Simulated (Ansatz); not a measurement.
What does this script print? It uses the Python package of Ansatz (0.2.0).

Input file `ch5ges.xyz`:
```text
8

C    -0.68030    0.58870   -0.52680
Ge    0.91990   -0.37480   -0.34300
S     0.93170   -1.33200    1.64520
H    -0.70900    1.42250    0.24660
H    -1.59150   -0.06140   -0.45740
H    -0.75150    1.13210   -1.53850
H     2.15770    0.59260   -0.47400
H    -0.18480   -2.02480    1.39190
```

`run_basis.py`:
```python
"""How the energy of CH5GeS converges with the basis."""

import ansatz

FUNCTIONAL = "PBE0"

mol = ansatz.Crystal.molecule_from_extxyz("ch5ges.xyz")

calc = (
    mol.calculation()
    .functional(FUNCTIONAL)
    .spin("collinear", total=1)
)

energies = {}
for basis in ["cc-pVDZ", "cc-pVTZ"]:
    data = calc.basis(gaussian=basis).run().report
    size = data["n_frozen"] + data["n_occupied"][0] + data["n_virtual"][0]
    energies[basis] = (data["reference_energy_ev"] / 27.211386246, data["free_energy_ev"] / 27.211386246)
    print(f"{basis:14s} {size:4d} orbitals  reference {energies[basis][0]:14.6f} Ha  total {energies[basis][1]:14.6f} Ha")

last = energies["cc-pVTZ"][1]
for basis, (_, total) in energies.items():
    print(f"{basis:14s} lies {27.211386 * (total - last):9.4f} eV above cc-pVTZ")
```

```console
$ python run_basis.py
cc-pVDZ          84 orbitals  reference   -2515.811686 Ha  total   -2515.811686 Ha
cc-pVTZ         177 orbitals  reference   -2515.913081 Ha  total   -2515.913081 Ha
cc-pVDZ        lies    2.7591 eV above cc-pVTZ
cc-pVTZ        lies    0.0000 eV above cc-pVTZ
```

Against cc-pVDZ: cc-pVTZ -101.4 mHa. The last step alone is -101.40 mHa. From the first set to the last the time grows from 6.2 to 14.8 s.

What to keep in mind:
- The drop along the ladder measures the basis error, and is no property of the molecule.
- The geometry is a force-field or estimated start, not a minimum of this method, and the last set is no limit. Much of the fall in a total is atomic energy, which cancels in bond and reaction energies.
- The species is open-shell (spin multiplicity 2).
- For Al to Cl the sets with a tight d function, cc-pV(X+d)Z, are usual.
- Hardware and time: 21 s on 1 thread of Arm Neoverse V2, on a shared host, peak memory 0.57 GiB.
